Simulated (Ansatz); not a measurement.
# ScAs5: what a guessed cell relaxes into

The task: take a trial cell of ScAs5 to zero force and stress.

Program: Ansatz 0.2.0. Level of theory: DFT PBE, scalar-relativistic, plane waves, PAW. These are calculated values, not measurements.

## 1. The structure to begin with

Symmetry: P6/mmm, No. 191, hexagonal system. The conventional cell has a = 5.746 Å, b = 5.746 Å, c = 4.670 Å, α = 90.00°, β = 90.00°, γ = 120.00°. Sc (site symmetry 6/mmm) has 18 As at 3.32 to 3.70 Å as nearest neighbours. As (site symmetry mmm) is surrounded by 8 As at 2.86 to 2.87 Å and 4 Sc at 3.70 Å. As (site symmetry -6m2) has 9 As at 2.86 to 3.32 Å and 3 Sc at 3.32 Å as nearest neighbours.

Coordinates:

```
Sc As
1.0
     5.74645    0.00000    0.00000
    -2.87322    4.97657    0.00000
     0.00000    0.00000    4.67037
Sc As
1 5
Direct
  0.00000 0.00000 0.00000
  0.00000 0.50000 0.50000
  0.33333 0.66667 0.00000
  0.66667 0.33333 0.00000
  0.50000 0.00000 0.50000
  0.50000 0.50000 0.50000
```

The cell is invented: species swapped into a database cell of TbCu5 (P6/mmm, No. 191), with Sc on the Tb sites and As on the Cu sites. Its size is a rough estimate.

## 2. Probe: one point on a coarse mesh

input.yaml reads:

```yaml
crystal:
  lattice:
    - [5.7464482, 0.0, 0.0]
    - [-2.8732241, 4.97657012, 0.0]
    - [0.0, 0.0, 4.67036538]
  atoms:
    - { symbol: Sc, position: [0.0, 0.0, 0.0] }
    - { symbol: As, position: [0.0, 0.5, 0.5] }
    - { symbol: As, position: [0.33333333, 0.66666667, 0.0] }
    - { symbol: As, position: [0.66666667, 0.33333333, 0.0] }
    - { symbol: As, position: [0.5, 0.0, 0.5] }
    - { symbol: As, position: [0.5, 0.5, 0.5] }
basis:
  ecutwfc: 420
kpoints:
  mp_grid: { grid: [6, 6, 4] }
hamiltonian:
  xc: pbe
scf:
  occupations: { method: gaussian, width: 0.1 }
  lower_state_search: "off"
output:
  forces: true
  stress: true
  eigenvalues: true
```

Run with:

```
$ ansatz run input.yaml --threads 1 --pin off --max-ram 2560MiB --backend cpu --events-out ev --progress --plain --runs-dir out
```

Further runs follow: spin check on a coarse mesh; full relaxation.

**Question.** What will these runs give? Wanted: conventional cell; volume; energy over the elements; gap on the mesh.

**Answer**, as computed:

| quantity | value |
| --- | --- |
| symmetry at the end (tolerance 0.05 Å) | space group P6/mmm (No. 191) |
| conventional cell | a = 5.357 Å, b = 5.357 Å, c = 5.107 Å, α = 90.00°, β = 90.00°, γ = 120.00° |
| volume | 21.15 Å³/atom |
| energy over the elements | +0.19 eV/atom |
| gap on the mesh | none (metal) |

**Reading.** The space group P6/mmm (No. 191) is kept, and the volume per atom shrinks by 5.0 % from the first guess. The formation energy is positive, so the separate elements lie lower. No finished test with a distortion of lower symmetry is shown, so the end may be a saddle point. Other magnetic orders were not searched.
